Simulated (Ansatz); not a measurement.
# InH2BrNF: basis-set convergence

How large a basis does InH2BrNF need? Two functionals are run in growing sets.

The runs use Ansatz 0.2.0, Gaussian basis; one geometry, several basis sets.

Plan: PBE0-D4/def2-SVP; ωB97M-V/def2-SVP; PBE0-D4/def2-QZVPP; ωB97M-V/def2-QZVPP; the functionals' def2-TZVPP values are taken from earlier runs.

## Step 1: The relaxed structure

The geometry comes from an earlier relaxation with PBE0-D4 in a triple-zeta def2 set; it is a stationary point. In takes the def2 core potential; no spin-orbit term is included.

SMILES `[NH2][In]([F])[Br]`, 6 atoms, charge 0, spin multiplicity 1.

Atoms are counted from 1 here; the program's logs count them from 0.

Bond lengths: N1–In2 2.000 Å, N1–H5 1.011 Å, N1–H6 1.010 Å, In2–F3 1.942 Å, In2–Br4 2.437 Å. Angles: In2–N1–H5 114.6°, In2–N1–H6 115.6°, H5–N1–H6 109.5°, N1–In2–F3 116.9°, N1–In2–Br4 127.8°, F3–In2–Br4 115.0°.

## Step 2: PBE0-D4 in def2-SVP

in.yaml

```yaml
crystal:
  periodic: [false, false, false]
  atoms:
    - {symbol: N, position_ang: [-0.003888, 1.242109, -0.097075]}
    - {symbol: In, position_ang: [0.152696, -0.750679, -0.021319]}
    - {symbol: F, position_ang: [1.472585, -1.481297, 1.201225]}
    - {symbol: Br, position_ang: [-0.939503, -2.388964, -1.456610]}
    - {symbol: H, position_ang: [0.248719, 1.717234, 0.758954]}
    - {symbol: H, position_ang: [-0.888609, 1.597698, -0.431574]}
basis:
  gaussian: {orbitals: def2-SVP}
hamiltonian: {xc: pbe0, dispersion: d4}
output: {orbitals: {seedname: orbitals}}
```

Run with:

```sh
ansatz run in.yaml --threads 4 --pin off --events-out ev --progress --plain --max-ram 10444MiB
```

The runs that follow: ωB97M-V in def2-SVP; PBE0-D4 in def2-QZVPP; ωB97M-V in def2-QZVPP.

Q: Predict the results of all the runs planned. Wanted: PBE0-D4: double and triple zeta above quadruple; ωB97M-V: double and triple zeta above quadruple.

The runs gave:

| quantity | value |
| --- | --- |
| PBE0-D4: double and triple zeta above quadruple | 16.00, 1.74 eV |
| ωB97M-V: double and triple zeta above quadruple | 16.03, 1.68 eV |

In words: For PBE0-D4 the step from double to triple zeta gains 14.26 eV and the next only 1.74 eV. Total energies overstate the basis error of differences, where much of it tends to cancel.
